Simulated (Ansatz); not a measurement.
# ZrNbTe3: the cost of one run

Computed with Ansatz 0.2.0 (DFT PBE, scalar-relativistic, plane waves, PAW, unless a step names another level, unless a step's input says otherwise).

1 further run of the same task is left out (it didn't finish). Runs told in other sessions of the task aren't counted.

## Step 1: The system as given

It takes space group P2_1/m (No. 11, monoclinic). Conventional cell: a = 7.215 Å, b = 3.758 Å, c = 10.057 Å, α = 90.00°, β = 105.25°, γ = 90.00°. Zr (site symmetry m) has 6 Te at 2.88 to 3.06 Å in its first shell of neighbours. Nb (site symmetry m) is surrounded by 6 Te at 2.73 to 2.94 Å. Around Te (site symmetry m) lie 3 Nb at 2.73 to 2.78 Å. Te (site symmetry m) has 2 Nb at 2.94 Å and 3 Zr at 2.95 to 3.06 Å in its first shell of neighbours. Te (site symmetry m) is surrounded by 3 Zr at 2.88 to 2.89 Å and 1 Nb at 2.93 Å.

Coordinates:

```
Zr Nb Te
1.0
     7.21546    0.00000    0.00902
     0.00000    3.75801    0.00000
    -2.65797    0.00000    9.69970
Zr Nb Te
2 2 6
Direct
  0.77485 0.25000 0.50077
  0.22515 0.75000 0.49923
  0.60781 0.25000 0.12497
  0.39219 0.75000 0.87503
  0.22105 0.25000 0.00929
  0.77895 0.75000 0.99071
  0.50817 0.75000 0.31962
  0.49183 0.25000 0.68038
  0.00112 0.25000 0.30371
  0.99888 0.75000 0.69629
```

It came out lowest among 21 distinct ends of the trial cells. At a tolerance of 0.05 Å it has space group P2_1/m (No. 11).

## Step 2: Tight relaxation for the response runs, on the response runs' mesh and smearing

input.yaml

```yaml
crystal:
  lattice:
    - [7.2154612046, 0.0, 0.0090231771]
    - [0.0, 3.7580094809, 0.0]
    - [-2.6579737325, 0.0, 9.6997018205]
  atoms:
    - { symbol: Zr, position: [0.7748547341, 0.25, 0.5007690251] }
    - { symbol: Zr, position: [0.2251452659, 0.75, 0.4992309749] }
    - { symbol: Nb, position: [0.6078072131, 0.25, 0.1249735469] }
    - { symbol: Nb, position: [0.3921927869, 0.75, 0.8750264531] }
    - { symbol: Te, position: [0.2210511705, 0.25, 0.0092875677] }
    - { symbol: Te, position: [0.7789488295, 0.75, 0.9907124323] }
    - { symbol: Te, position: [0.50817375, 0.75, 0.3196209461] }
    - { symbol: Te, position: [0.49182625, 0.25, 0.6803790539] }
    - { symbol: Te, position: [0.0011201132, 0.25, 0.303712714] }
    - { symbol: Te, position: [0.9988798868, 0.75, 0.696287286] }
basis:
  ecutwfc: 420
kpoints:
  mp_grid: { grid: [6, 8, 4] }
hamiltonian:
  xc: pbe
scf:
  occupations: { method: gaussian, width: 0.1 }
output:
  forces: true
  stress: true
  eigenvalues: true
relax:
  adjacent_minimum: "off"
  f_tol: 0.001
  max_steps: 60
  cell: { stress_tol: 0.01 }
```

Launch:

```
$ ansatz run input.yaml --threads 3 --pin off --max-ram 7680MiB --backend cpu --events-out ev --progress --plain --runs-dir out
```

What time and memory should one allow on 3 threads of Intel Xeon 6975P-C (Granite Rapids), shared host?

About 91 s, with a peak of 1.6 GiB.
